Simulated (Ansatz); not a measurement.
# C2H9InSi: one species, many methods

An exercise on one series of results from a longer session: the logs are not shown, and one member is left open.

Computed with Ansatz 0.2.0, Gaussian basis. Level: functionals in def2-TZVPP, the program's frozen cores in correlated methods.

The runs, in order: LDA (SPW92), PBE-D4, revPBE-D4, BLYP-D4, r2SCAN-D4, B97M-V, PBE0-D4, B3LYP-D4, r2SCANh-D4, r2SCAN0-D4, HSE06-D4, BHLYP-D4, CAM-B3LYP-D4, LC-ωPBE, ωB97X-V, ωB97M-V, B2PLYP, PBE-QIDH; CCSD(T)/def2-SVP; CCSD(T)/def2-TZVPP; MP2/def2-QZVPP; extrapolation to the limit; RPA on PBE.

### The relaxed structure

The geometry comes from an earlier relaxation with PBE0-D4 in a triple-zeta def2 set; it is a stationary point, not always the lowest conformer. In takes the def2 core potential; no spin-orbit term is included.

13 atoms, charge 0, spin multiplicity 1.

Atoms are counted from 1 here; the program's logs count them from 0.

Bond lengths: C1–In2 2.163 Å, C1–H5 1.090 Å, C1–H6 1.093 Å, C1–H7 1.092 Å, In2–C3 2.163 Å, In2–Si4 2.585 Å, C3–H8 1.090 Å, C3–H9 1.093 Å, C3–H10 1.092 Å, Si4–H11 1.491 Å, Si4–H12 1.493 Å, Si4–H13 1.491 Å. Angles: In2–C1–H5 112.2°, In2–C1–H6 109.3°, In2–C1–H7 109.9°, H5–C1–H6 108.7°, H5–C1–H7 109.1°, H6–C1–H7 107.5°, C1–In2–C3 117.3°, C1–In2–Si4 121.4°, C3–In2–Si4 121.3°, In2–C3–H8 112.2°, In2–C3–H9 109.3°, In2–C3–H10 110.0°, H8–C3–H9 108.6°, H8–C3–H10 109.1°, H9–C3–H10 107.6°, In2–Si4–H11 112.8°, In2–Si4–H12 109.9°, In2–Si4–H13 112.8° and more.

Coordinates:

```xyz
13

C    -0.3308    2.1381   -0.5508
In    0.0859    0.0980    0.0349
C     1.5993   -0.2114    1.5490
Si   -1.2134   -1.8878   -0.9898
H    -1.0102    2.1911   -1.4011
H    -0.7808    2.6716    0.2906
H     0.6002    2.6498   -0.8051
H     1.8414   -1.2660    1.6787
H     1.2425    0.1851    2.5032
H     2.5082    0.3340    1.2848
H    -1.6819   -1.6171   -2.3793
H    -2.4291   -2.1763   -0.1721
H    -0.4110   -3.1440   -1.0282
```

Set-up of the first run:

Contents of in.yaml:

```yaml
crystal:
  periodic: [false, false, false]
  atoms:
    - {symbol: C, position_ang: [-0.330763, 2.138091, -0.550791]}
    - {symbol: In, position_ang: [0.085946, 0.098017, 0.034860]}
    - {symbol: C, position_ang: [1.599348, -0.211391, 1.549006]}
    - {symbol: Si, position_ang: [-1.213390, -1.887769, -0.989839]}
    - {symbol: H, position_ang: [-1.010189, 2.191148, -1.401130]}
    - {symbol: H, position_ang: [-0.780777, 2.671588, 0.290585]}
    - {symbol: H, position_ang: [0.600242, 2.649835, -0.805134]}
    - {symbol: H, position_ang: [1.841399, -1.265971, 1.678656]}
    - {symbol: H, position_ang: [1.242516, 0.185148, 2.503238]}
    - {symbol: H, position_ang: [2.508163, 0.334028, 1.284792]}
    - {symbol: H, position_ang: [-1.681946, -1.617104, -2.379264]}
    - {symbol: H, position_ang: [-2.429081, -2.176337, -0.172065]}
    - {symbol: H, position_ang: [-0.410968, -3.143983, -1.028213]}
basis:
  gaussian: {orbitals: def2-TZVPP}
hamiltonian: {xc: lda}
output: {orbitals: {seedname: orbitals}}
```

Run with:

```bash
> ansatz run in.yaml --threads 4 --pin off --events-out ev --progress --plain --max-ram 10444MiB
```

Among the steps run: LDA; PBE-D4 (GGA); revPBE-D4 (GGA); BLYP-D4 (GGA); r2SCAN-D4 (meta-GGA); B97M-V (meta-GGA); PBE0-D4 (hybrid); B3LYP-D4 (hybrid); r2SCANh-D4 (hybrid); r2SCAN0-D4 (hybrid); HSE06-D4 (hybrid); BHLYP-D4 (hybrid); CAM-B3LYP-D4 (range-separated); LC-ωPBE (range-separated); ωB97X-V (range-separated); ωB97M-V (range-separated); B2PLYP (double hybrid); PBE-QIDH (double hybrid).

One of the session's tables, all rows but one given; the rest of the session is left out.

It belongs to the step «Orbital energies across the functionals». 

| functional | HOMO (eV) | LUMO (eV) | gap (eV) |
| --- | --- | --- | --- |
| LDA (SPW92) | -5.99 | -2.50 | 3.49 |
| PBE-D4 | -5.85 | -2.27 | 3.58 |
| revPBE-D4 | -5.79 | -2.15 | 3.64 |
| BLYP-D4 | -5.69 | -2.22 | 3.47 |
| r2SCAN-D4 | -6.06 | -2.06 | 4.00 |
| B97M-V | -6.14 | -2.30 | 3.83 |
| PBE0-D4 | -6.86 | -1.54 | 5.32 |
| B3LYP-D4 | -6.66 | -1.81 | 4.86 |
| r2SCANh-D4 | -6.43 | -1.80 | 4.63 |
| r2SCAN0-D4 | -7.00 | -1.43 | 5.57 |
| HSE06-D4 | -6.48 | -1.90 | 4.57 |
| BHLYP-D4 | -7.76 | -0.88 | 6.88 |
| CAM-B3LYP-D4 | -8.07 | -0.71 | 7.36 |
| LC-ωPBE | -9.36 | 0.39 | 9.74 |
| ωB97X-V | ? | ? | ? |
| ωB97M-V | -8.87 | -0.06 | 8.80 |

**Question.** Estimate the row for ωB97X-V.

As computed: HOMO (eV): -9.03; LUMO (eV): 0.23; gap (eV): 9.25. In the column «HOMO (eV)» it lies between LC-ωPBE (-9.36) and ωB97M-V (-8.87).
